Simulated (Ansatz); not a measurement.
# ZrIn2Se3: one candidate of a structure search, part 2 of 2

Aim: relax a trial structure of ZrIn2Se3 and see where it ends.

Ansatz 0.2.0; DFT PBE, scalar-relativistic, plane waves, PAW. Earlier steps stand in the parts before.

## 5. Final relaxation

The end of the coarse run is made exact in the group found at a tolerance of 0.06 Å and reduced to its primitive cell.

input.yaml reads:

```yaml
crystal:
  lattice:
    - [3.8451263546, 0.0, 0.0]
    - [0.0, 3.8451263546, 0.0]
    - [0.0, 0.0, 10.8123288164]
  atoms:
    - { symbol: Zr, position: [0.0, 0.0, 0.5] }
    - { symbol: In, position: [0.0, 0.5, 0.2436617465] }
    - { symbol: In, position: [0.5, 0.0, 0.7563382535] }
    - { symbol: Se, position: [0.5, 0.5, 0.0] }
    - { symbol: Se, position: [0.0, 0.0, 0.0] }
    - { symbol: Se, position: [0.5, 0.5, 0.5] }
basis:
  ecutwfc: 420
kpoints:
  mp_grid: { grid: [10, 10, 4] }
hamiltonian:
  xc: pbe
scf:
  occupations: { method: gaussian, width: 0.1 }
output:
  forces: true
  stress: true
  eigenvalues: true
  write_density: true
  write_potential: true
  elf: true
  volumetric_format: npy
relax:
  adjacent_minimum: "off"
  f_tol: 0.01
  max_steps: 80
  cell: { stress_tol: 0.05 }
```

Command:

```sh
$ ansatz run input.yaml --threads 1 --pin off --max-ram 2560MiB --backend cpu --events-out ev --progress --plain --runs-dir out
```

Standard output:

```text
Warning: RAYON_NUM_THREADS=1 ignored (pool sized by the plan → 1); use --threads N
Engine: ansatz 0.2.0, aarch64-unknown-linux-gnu
Pseudopotentials: kind: paw
Pseudopotential: Zr, paw, valence charge 12, recommended cutoff 420 eV (normal), Zr.paw.azcp
Pseudopotential: In, paw, valence charge 13, recommended cutoff 420 eV (normal), In.paw.azcp
Pseudopotential: Se, paw, valence charge 16, recommended cutoff 420 eV (normal), Se.paw.azcp
Functional definition: PBE
  parameter kappa = 0.804
  parameter beta = 0.06672455060314922
  exchange = pbe_x(kappa = kappa, mu = beta*pi^2/3)
  correlation = pbe_c(beta = beta)
Crystal: 6 atoms, lattice volume = 159.860 Å³
Basis set: ecut = 420 eV, 3101 PW (Γ), exchange–correlation on 54×54×150 points (8 copies of the dense FFT grid, shifted against one another)
Bands: 52, of which v1, the nominal top of the filled ones, is band 43 counted from 1 (42 counted from 0)
Symmetry: 8 space group operations
Space group: P-4m2 (ITA 115), of the structure as read, at distance tolerance 5.4e-5 Å
k-points: 63 of 400 (time reversal used)
Non-local potential: Zr, projectors of the file, l = 0: 3, l = 1: 2, l = 2: 2, l = 3: 2
Non-local potential: In, projectors of the file, l = 0: 2, l = 1: 2, l = 2: 2, l = 3: 2
Non-local potential: Se, projectors of the file, l = 0: 2, l = 1: 2, l = 2: 3, l = 3: 1
PAW form: soft (Blöchl's): semilocal exchange-correlation on the pseudo side does not see the compensation charge
PAW one-centre angular grid: Zr, 590 points (default); XC on 64 Gauss nodes
PAW one-centre angular grid: In, 590 points (default); XC on 64 Gauss nodes
PAW one-centre angular grid: Se, 590 points (default); XC on 64 Gauss nodes
Initial density: superposition of atomic densities (neutral atoms: chi_scale 0, normalization atom), corrected by the library's trained network
Initial wavefunctions: pseudopotential atomic-orbital guess
Functional: x = pbe(κ = 0.804, μ = 0.2195149727645171), c = pbe(β = 0.06672455060314922)
SCF iter   1: F=—  HF=-31787.869115 eV  |F-HF|=—  |Δ(HF+E_count)|=         —  Δρ=4.65e-3  dr2=3.39e-1  ethr=1.77e-3  ⟨swp⟩=6.3  Hψ=11734  notcnv=0
preconditioner: auto → LDOS  [metal: Δε(μ)=0.008 eV  Ē_g=11.397 eV  σ=0.100 eV  W_gap=0.05  n_scr=48 (ndim 8)  ℏωp=20.3 eV  f_vac=0.044  D(μ)=3.83/eV (n_scr^D=26)  β→1.0]
SCF iter   2: F=—  HF=-31787.850296 eV  |F-HF|=—  |Δ(HF+E_count)|=   1.88e-2  Δρ=1.50e-3  dr2=5.37e-3  ethr=3.94e-4  ⟨swp⟩=1.2  Hψ=3805  notcnv=0  defer=79
SCF iter   3: F=—  HF=-31787.849747 eV  |F-HF|=—  |Δ(HF+E_count)|=   5.50e-4  Δρ=7.33e-4  dr2=1.32e-3  ethr=6.25e-6  ⟨swp⟩=2.1  Hψ=5290  notcnv=0  defer=79
SCF iter   4: F=—  HF=-31787.849351 eV  |F-HF|=—  |Δ(HF+E_count)|=   3.95e-4  Δρ=1.26e-4  dr2=4.17e-5  ethr=1.53e-6  ⟨swp⟩=2.0  Hψ=4584  notcnv=0  defer=79
SCF iter   5: F=—  HF=-31787.849354 eV  |F-HF|=—  |Δ(HF+E_count)|=   3.08e-6  Δρ=5.51e-5  dr2=9.76e-6  ethr=4.85e-8  ⟨swp⟩=2.0  Hψ=5028  notcnv=0  defer=78
SCF iter   6: F=—  HF=-31787.849355 eV  |F-HF|=—  |Δ(HF+E_count)|=   6.27e-7  Δρ=1.75e-5  dr2=1.53e-6  ethr=1.14e-8  ⟨swp⟩=2.0  Hψ=4570  notcnv=0  defer=78
SCF iter   7: F=—  HF=-31787.849355 eV  |F-HF|=—  |Δ(HF+E_count)|=   1.20e-7  Δρ=6.25e-6  dr2=1.59e-7  ethr=1.78e-9  ⟨swp⟩=2.0  Hψ=5732  notcnv=0  defer=78
SCF iter   8: F=-31787.849355 eV  HF=-31787.849355 eV  |F-HF|=1.08e-8  |Δ(HF+E_count)|=   1.58e-8  Δρ=1.82e-6  dr2=1.55e-8  ethr=1.16e-10  ⟨swp⟩=13.0  Hψ=23095  notcnv=0
SCF 1 converged in 8 iterations: F = -31787.849355 eV  dr2 = 1.55e-8
relax step   1: F+E_penalty+E_count = -31787.84935468 eV  Δ(F+E_penalty+E_count) = +0.000e0 eV  max|allowed force component| = 1.559e-1 eV/Å  Δτ_max = 0.0000 Å  P = +0.201 GPa  Ω = 159.860 Å³  (8 SCF iters, dr2 threshold 1.00e-7 eV, accepted)
Crystal: 6 atoms, lattice volume = 160.706 Å³
Basis set: ecut = 420 eV, 3139 PW (Γ), exchange–correlation on 54×54×150 points (8 copies of the dense FFT grid, shifted against one another)
Initial density: handed on by an earlier stage of this run
Initial wavefunctions: those handed on with the density
iter 1 solved again at ethr=2.99e-4 eV; its pass at ethr=3.10e-3 eV (dr2=2.57e-1 eV) is discarded
SCF iter   1: F=—  HF=-31787.893189 eV  |F-HF|=—  |Δ(HF+E_count)|=         —  Δρ=3.84e-3  dr2=2.57e-1  ethr=2.99e-4  ⟨swp⟩=1.6  Hψ=15185  notcnv=0
preconditioner: auto → LDOS  [metal: Δε(μ)=0.004 eV  Ē_g=11.370 eV  σ=0.100 eV  W_gap=0.02  n_scr=48 (ndim 8)  ℏωp=20.3 eV  f_vac=0.043  D(μ)=3.43/eV (n_scr^D=18)  β→1.0]
SCF iter   2: F=—  HF=-31787.879872 eV  |F-HF|=—  |Δ(HF+E_count)|=   1.33e-2  Δρ=2.10e-3  dr2=4.76e-2  ethr=2.99e-4  ⟨swp⟩=2.0  Hψ=3802  notcnv=0
SCF iter   3: F=—  HF=-31787.875775 eV  |F-HF|=—  |Δ(HF+E_count)|=   4.10e-3  Δρ=6.22e-4  dr2=3.18e-3  ethr=5.53e-5  ⟨swp⟩=1.5  Hψ=4058  notcnv=0  defer=2
SCF iter   4: F=—  HF=-31787.875437 eV  |F-HF|=—  |Δ(HF+E_count)|=   3.37e-4  Δρ=1.79e-4  dr2=1.57e-4  ethr=3.70e-6  ⟨swp⟩=2.0  Hψ=5533  notcnv=0  defer=2
SCF iter   5: F=—  HF=-31787.875428 eV  |F-HF|=—  |Δ(HF+E_count)|=   9.66e-6  Δρ=5.51e-5  dr2=1.06e-5  ethr=1.83e-7  ⟨swp⟩=2.0  Hψ=5770  notcnv=0  defer=2
SCF iter   6: F=—  HF=-31787.875426 eV  |F-HF|=—  |Δ(HF+E_count)|=   1.97e-6  Δρ=2.00e-5  dr2=7.63e-7  ethr=1.24e-8  ⟨swp⟩=2.0  Hψ=5747  notcnv=0  defer=2
SCF iter   7: F=-31787.875426 eV  HF=-31787.875426 eV  |F-HF|=1.27e-7  |Δ(HF+E_count)|=   1.53e-7  Δρ=6.99e-6  dr2=1.65e-7  ethr=6.98e-10  ⟨swp⟩=12.4  Hψ=23960  notcnv=0
SCF 2 converged in 7 iterations: F = -31787.875426 eV  dr2 = 1.65e-7
  Residual-converged pass: ⟨swp⟩=1.0  Hψ=3529  notcnv=0  max |occ|·‖R‖ = 7.0e-9 eV (tolerance 1.0e-8 eV)  dr2=1.65e-7  dr2_onsite=1.08e-8  max |Δocc| = 5.2e-11
relax step   2: F+E_penalty+E_count = -31787.87542559 eV  Δ(F+E_penalty+E_count) = -2.607e-2 eV  max|allowed force component| = 7.089e-2 eV/Å  Δτ_max = 0.0349 Å  P = -0.303 GPa  Ω = 160.706 Å³  energy of the carried Pulay correction = -1.181e-4 eV  (7 SCF iters, dr2 threshold 6.00e-7 eV, accepted)
Crystal: 6 atoms, lattice volume = 158.029 Å³
Basis set: ecut = 420 eV, 3107 PW (Γ), exchange–correlation on 54×54×150 points (8 copies of the dense FFT grid, shifted against one another)
iter 1 solved again at ethr=1.58e-5 eV; its pass at ethr=3.10e-3 eV (dr2=1.36e-2 eV) is discarded
SCF iter   1: F=—  HF=-31787.881260 eV  |F-HF|=—  |Δ(HF+E_count)|=         —  Δρ=1.63e-3  dr2=1.36e-2  ethr=1.58e-5  ⟨swp⟩=1.8  Hψ=16105  notcnv=0
preconditioner: auto → LDOS  [metal: Δε(μ)=0.029 eV  Ē_g=11.385 eV  σ=0.100 eV  W_gap=0.16  n_scr=48 (ndim 8)  ℏωp=20.5 eV  f_vac=0.042  D(μ)=3.80/eV (n_scr^D=26)  β→1.0]
SCF iter   2: F=—  HF=-31787.879863 eV  |F-HF|=—  |Δ(HF+E_count)|=   1.40e-3  Δρ=5.97e-4  dr2=5.30e-4  ethr=1.58e-5  ⟨swp⟩=2.0  Hψ=4575  notcnv=0
SCF iter   3: F=—  HF=-31787.879748 eV  |F-HF|=—  |Δ(HF+E_count)|=   1.15e-4  Δρ=2.65e-4  dr2=1.59e-4  ethr=6.16e-7  ⟨swp⟩=2.0  Hψ=5917  notcnv=0
SCF iter   4: F=—  HF=-31787.879700 eV  |F-HF|=—  |Δ(HF+E_count)|=   4.76e-5  Δρ=4.15e-5  dr2=5.23e-6  ethr=1.84e-7  ⟨swp⟩=2.0  Hψ=4916  notcnv=0
SCF iter   5: F=-31787.879700 eV  HF=-31787.879701 eV  |F-HF|=4.20e-7  |Δ(HF+E_count)|=   5.73e-7  Δρ=1.44e-5  dr2=4.43e-7  ethr=6.98e-10  ⟨swp⟩=12.1  Hψ=31841  notcnv=0
SCF 3 converged in 5 iterations: F = -31787.879700 eV  dr2 = 4.43e-7
relax step   3: F+E_penalty+E_count = -31787.87970015 eV  Δ(F+E_penalty+E_count) = -4.275e-3 eV  max|allowed force component| = 9.121e-2 eV/Å  Δτ_max = 0.0408 Å  P = +0.503 GPa  Ω = 158.029 Å³  energy of the carried Pulay correction = +2.593e-4 eV  (5 SCF iters, dr2 threshold 6.00e-7 eV, accepted)
[... 10 lines left out ...]
relax step   4: F+E_penalty+E_count = -31787.88280023 eV  Δ(F+E_penalty+E_count) = -3.100e-3 eV  max|allowed force component| = 2.758e-2 eV/Å  Δτ_max = 0.0269 Å  P = -0.008 GPa  Ω = 159.058 Å³  energy of the carried Pulay correction = +1.130e-4 eV  (6 SCF iters, dr2 threshold 6.00e-7 eV, accepted)
[... 11 lines left out ...]
relax step   5: F+E_penalty+E_count = -31787.88315391 eV  Δ(F+E_penalty+E_count) = -3.537e-4 eV  max|allowed force component| = 2.544e-3 eV/Å  Δτ_max = 0.0067 Å  P = +0.010 GPa  Ω = 159.211 Å³  energy of the carried Pulay correction = +9.136e-5 eV  (6 SCF iters, dr2 threshold 4.75e-8 eV, accepted)
Basis set: ecut = 420 eV, 3139 PW (Γ), exchange–correlation on 54×54×144 points (8 copies of the dense FFT grid, shifted against one another)
Initial wavefunctions: pseudopotential atomic-orbital guess (no wavefunctions were taken with the density)
iter 1 solved again at ethr=1.97e-8 eV; its pass at ethr=3.10e-3 eV (dr2=1.69e-5 eV) is discarded
SCF iter   1: F=—  HF=-31787.881183 eV  |F-HF|=—  |Δ(HF+E_count)|=         —  Δρ=2.94e-4  dr2=3.36e-6  ethr=1.97e-8  ⟨swp⟩=3.4  Hψ=21487  notcnv=0
preconditioner: auto → LDOS  [metal: Δε(μ)=0.008 eV  Ē_g=11.352 eV  σ=0.100 eV  W_gap=0.04  n_scr=48 (ndim 8)  ℏωp=20.4 eV  f_vac=0.043  D(μ)=3.74/eV (n_scr^D=26)  β→1.0]
SCF iter   2: F=—  HF=-31787.883116 eV  |F-HF|=—  |Δ(HF+E_count)|=   1.93e-3  Δρ=7.31e-6  dr2=2.57e-7  ethr=3.90e-9  ⟨swp⟩=2.2  Hψ=4551  notcnv=0
SCF iter   3: F=—  HF=-31787.883116 eV  |F-HF|=—  |Δ(HF+E_count)|=   7.53e-8  Δρ=3.40e-6  dr2=3.29e-8  ethr=2.99e-10  ⟨swp⟩=2.1  Hψ=5206  notcnv=0
SCF iter   4: F=—  HF=-31787.883116 eV  |F-HF|=—  |Δ(HF+E_count)|=   1.41e-8  Δρ=2.00e-6  dr2=8.76e-9  ethr=3.82e-11  ⟨swp⟩=2.0  Hψ=5929  notcnv=0
SCF iter   5: F=—  HF=-31787.883116 eV  |F-HF|=—  |Δ(HF+E_count)|=   4.09e-9  Δρ=4.19e-7  dr2=7.04e-10  ethr=1.02e-11  ⟨swp⟩=2.0  Hψ=5926  notcnv=0
SCF iter   6: F=—  HF=-31787.883116 eV  |F-HF|=—  |Δ(HF+E_count)|=  2.18e-11  Δρ=1.46e-7  dr2=8.37e-11  ethr=1.00e-12  ⟨swp⟩=2.0  Hψ=4000  notcnv=0
SCF iter   7: F=-31787.883116 eV  HF=-31787.883116 eV  |F-HF|=1.09e-11  |Δ(HF+E_count)|=  3.64e-12  Δρ=4.77e-8  dr2=5.89e-12  ethr=1.00e-12  ⟨swp⟩=5.1  Hψ=14097  notcnv=0
SCF 6 converged in 7 iterations: F = -31787.883116 eV  dr2 = 5.89e-12
relax step   6: F+E_penalty+E_count = -31787.88311642 eV  Δ(F+E_penalty+E_count) = +3.748e-5 eV  max|allowed force component| = 2.493e-3 eV/Å  Δτ_max = 0.0000 Å  P = +0.009 GPa  Ω = 159.211 Å³  stress off target by 1.50e-2 GPa  SCF on the basis re-selected at this cell (its energy is not comparable with the rows above)  (7 SCF iters)
basis re-selected at this cell: Δ(F+E_penalty+E_count) = +3.748e-5 eV, ΔP = -0.001 GPa vs the last step (what re-selecting the basis moved, of the pressure what is left beyond the Pulay correction that the steps carried, after the strain that the cell walked since its last selection, with what the two solves' SCF thresholds leave and, on support functions, any second-order correction that the steps lacked; it is no measure of the basis error at this ecutwfc). The dense FFT grid was sized anew with the basis: this SCF ran on 27×27×72 points, the steps before it on 27×27×75, so part of this shift can come from that change (see relax.cell in the input reference). This SCF's stress stands 1.50e-2 GPa from its target on what of the cell is left free (relax.cell.stress_tol is 5.00e-2 GPa) and its largest allowed force component is 2.49e-3 eV/Å (relax.f_tol is 1.00e-2 eV/Å): within both
SCF converged after 7 iterations
Free energy (F): -31787.883116 eV
Harris-Foulkes:  -31787.883116 eV  (|F-HF|=1.09e-11)
Internal energy: -31787.864434 eV  (E = F + TS)
E sigma→0 (E₀):  -31787.873775 eV
Entropy (-TS):   -0.018682 eV (-3.114 meV/atom)
Fermi energy:    9.614386 eV
--- Per-component energies (eV) ---
  E_band       = -1351.439112
  E_kinetic    = 1165.853541
  E_local      = -11189.232986  (includes V_loc(G=0)·N_el)
  E_nonlocal   = -972.065683
  E_hartree    = 5174.171763
  E_xc         = -905.114415
  E_vxc        = -683.642438  (∫ρ·V_xc dr)
  E_paw        = -16991.504572  (= ΣΔE_a)
  E_vpaw       = -20.693431  (= ΣTr[D̂ρ^β])
  E_aug_tail   = -0.001687  (compensation charges beyond the density's cutoff)
  E_ewald      = -8069.970394
  E_smearing   = -0.018682  (= −TS)
  E_closure    = -0.000000  (closes the sum)
  Σ components = -31787.883116   (vs F -31787.883116, Δ=0.00e0)
--- Forces (eV/Å), atoms counted from 1 ---
  atom   1  Zr    -0.00000000    -0.00000000     0.00000000
  atom   2  In    -0.00000000    -0.00000000    -0.00249342
  atom   3  In    -0.00000000    -0.00000000     0.00249342
  atom   4  Se     0.00000000     0.00000000    -0.00000000
  atom   5  Se    -0.00000000     0.00000000     0.00000000
  atom   6  Se    -0.00000000     0.00000000     0.00000000
  max |Σ_I F_I| component: 8.60e-17 eV/Å
--- Stress (GPa, compression-positive) ---
        0.015043      -0.000000       0.000000
       -0.000000       0.015043      -0.000000
        0.000000      -0.000000      -0.001779
  P = ⅓ Tr σ = 0.0094 GPa (0.094 kbar)
--- Band table (eV; the first three rows and the last of 63) ---
  k-point 0: bands = ["-40.4952", "-39.0855", "-39.0813", "-39.0753", "-39.0753", "-39.0713", "-38.9153", "-38.9126", "-38.8260", "-38.8260", "-38.7975", "-38.7960", "-38.7897", "-38.6778", "-38.6778", "-38.6377", "-18.5499", "-18.5499", "-18.3998", "-6.1138", "-5.1378", "-5.1309", "-5.1106", "-5.0615", "-5.0615", "-5.0484", "-5.0123", "-5.0123", "-5.0106", "-5.0104", "-4.7768", "-1.0031", "2.1619", "4.0806", "4.6959", "4.8854", "4.8854", "6.6193", "6.6193", "7.5232", "8.8598", "9.1039", "9.6844", "9.6917", "9.9418", "9.9418", "11.1873", "11.8776", "11.8776", "12.2505", "13.7031", "13.7031"]
  k-point 1: bands = ["-40.4952", "-39.0855", "-39.0813", "-39.0753", "-39.0753", "-39.0713", "-38.9153", "-38.9126", "-38.8260", "-38.8260", "-38.7975", "-38.7960", "-38.7897", "-38.6778", "-38.6778", "-38.6377", "-18.5499", "-18.5499", "-18.3998", "-6.1126", "-5.1508", "-5.1309", "-5.1227", "-5.0615", "-5.0615", "-5.0210", "-5.0123", "-5.0123", "-5.0106", "-5.0105", "-4.7804", "-1.0031", "2.2531", "3.5626", "4.8857", "4.8857", "5.4069", "6.6172", "6.6172", "7.4988", "7.9703", "9.0806", "9.6917", "9.9595", "9.9595", "10.5049", "11.2590", "11.8658", "11.8658", "12.3001", "13.4802", "13.4802"]
  k-point 2: bands = ["-40.4952", "-39.0855", "-39.0813", "-39.0753", "-39.0753", "-39.0713", "-38.9153", "-38.9126", "-38.8260", "-38.8260", "-38.7975", "-38.7960", "-38.7897", "-38.6778", "-38.6778", "-38.6377", "-18.5499", "-18.5499", "-18.3998", "-6.1114", "-5.1654", "-5.1292", "-5.1271", "-5.0615", "-5.0615", "-5.0123", "-5.0123", "-5.0105", "-5.0105", "-5.0014", "-4.7843", "-1.0031", "2.3826", "3.2184", "4.8860", "4.8860", "6.1832", "6.6152", "6.6152", "7.0097", "7.5789", "9.0778", "9.6917", "9.9776", "9.9776", "10.8910", "11.5126", "11.8530", "11.8530", "12.6553", "12.7929", "13.3424"]
  k-point 62: bands = ["-40.4892", "-39.0825", "-39.0813", "-39.0754", "-39.0754", "-39.0706", "-38.9113", "-38.9111", "-38.8262", "-38.8262", "-38.8101", "-38.7960", "-38.7818", "-38.6779", "-38.6779", "-38.6372", "-18.6277", "-18.6277", "-18.3846", "-5.1655", "-5.1648", "-5.1063", "-5.0653", "-5.0653", "-5.0540", "-5.0540", "-5.0473", "-4.9590", "-4.9590", "-4.3312", "-3.4975", "-3.3943", "2.5059", "2.5059", "4.5610", "4.5610", "6.1297", "6.3483", "6.3572", "6.6946", "6.6946", "9.1398", "9.1398", "9.2355", "9.7411", "11.2772", "11.3276", "11.5126", "11.5359", "11.8673", "13.1204", "13.1204"]
--- Relaxed structure (5 steps of the walk, 5 accepted, 1 SCFs on fresh bases) ---
  F+E_penalty+E_count = -31787.88311642 eV   max|allowed force component| = 2.493e-3 eV/Å   (the final SCF, on the basis selected at the relaxed cell)
  cell:  # Å, volume = 159.2109 Å³
    - [3.8953480106918374, 2.728983678901461e-34, 1.6288621333443093e-33]
    - [2.728983678901461e-34, 3.8953480106918374, 0.0]
    - [4.5802897897573964e-33, 0.0, 10.492533372883129]
  atoms:
    - { symbol: Zr, position: [-2.992731670299253e-33, -3.2944368572595385e-83, 0.5000000000000001] }
    - { symbol: In, position: [-9.266198477077185e-34, 0.5, 0.23852795545481667] }
    - { symbol: In, position: [0.5, 6.272711754933783e-68, 0.7614720445451832] }
    - { symbol: Se, position: [0.5, 0.5, 1.0691058840368783e-50] }
    - { symbol: Se, position: [2.5544655261131698e-33, 3.2666708810606356e-134, 0.0] }
    - { symbol: Se, position: [0.5, 0.5, 0.5000000000000001] }
```

Run time: 6.9 min. Hardware: 1 thread of Arm Neoverse V1, shared host; peak memory 0.68 GiB.

The steps of the relaxation:

```
step  energy from step 1 (eV/cell)  largest force component (eV/Å)  pressure (GPa)  volume (Å³)
   1                        0.0000                          0.1559            0.20       159.86
   2                       -0.0261                          0.0709           -0.30       160.71
   3                       -0.0303                          0.0912            0.50       158.03
   4                       -0.0334                          0.0276           -0.01       159.06
   5                       -0.0338                          0.0025            0.01       159.21
   6                       -0.0338                          0.0025            0.01       159.21
```

Step 1 is the start. Step 6 repeats the geometry before it on a plane-wave basis chosen anew for that cell, so its energy need not be comparable with the rows above.

|  | before | after | change |
| --- | --- | --- | --- |
| a (Å) | 3.845 | 3.895 | +1.3 % |
| b (Å) | 3.845 | 3.895 | +1.3 % |
| c (Å) | 10.812 | 10.493 | -3.0 % |
| volume (Å³/atom) | 26.64 | 26.54 | -0.4 % |
| shortest distance (Å) | 2.719 | 2.754 | +1.3 % |
| space group (0.01 Å) | P-4m2 | P-4m2 | same |

Forces and stress were held to the start's 8 operations: a distortion of lower symmetry was not tested.

Density in a lattice plane of the grid's cell (edges 3.90 and 10.49 Å, at 0.000 of the third edge), which holds Zr and In and Se.

Ten even steps from ' ' (0.01 e/Å³) to '@' (45.34 e/Å³):
```
..              
                
                
        ..      
      ..::..    
                
                
                
                
                
                
                
                
                
                
                
                
                
..              
@@..          ..
```
Columns run along the first of these edges and rows up along the second, over one cell in 8 and 20 even steps from the bottom left corner. Atoms in the plane (fractional): Zr at (1.00, 0.50), In at (0.50, 0.76), Se at (0.00, 1.00).

ELF in the same plane.

Ten even steps from '0' (0.00) to '9' (0.82):
```
89720279
98411148
43223223
12320232
33310133
55332335
34433344
43122213
99212129
08512158
99212129
42112112
33211123
54210124
32100012
11000001
43100013
99510159
89720279
16820286
```
Columns run along the first of these edges and rows up along the second, over one cell in 8 and 20 even steps from the bottom left corner. Atoms in the plane (fractional): Zr at (1.00, 0.50), In at (0.50, 0.76), Se at (0.00, 1.00).

Both are smooth fields of the valence electrons: close to the nuclei they are not physical.

Maxima of ELF outside the ion cores: 0.85 beside Se, off the lines to its neighbours, 0.8 Å from Se; 0.80 in the shell around Se, 0.8 Å from Se; 0.46 beside In, off the lines to its neighbours, 1.6 Å from In.

## 6. Summary of results

The summary covers parts 1 to 2. Changes of volume or cell count from the first structure of part 1.

```
                              quantity                                                                       value
symmetry at the end (tolerance 0.05 Å)                                                 space group P-4m2 (No. 115)
                     conventional cell  a = 3.895 Å, b = 3.895 Å, c = 10.493 Å, α = 90.00°, β = 90.00°, γ = 90.00°
                                volume                                                               26.54 Å³/atom
              energy over the elements                                                               -0.19 eV/atom
                       gap on the mesh                                                                none (metal)
```

**Reading.** The space group P-4m2 (No. 115) is kept, and the volume per atom shrinks by 8.4 % from the first guess. A negative formation energy is needed for stability but isn't enough; other structures and compounds were not set against it here. No finished test with a distortion of lower symmetry is shown, so the end may be a saddle point. Other magnetic orders were not searched.
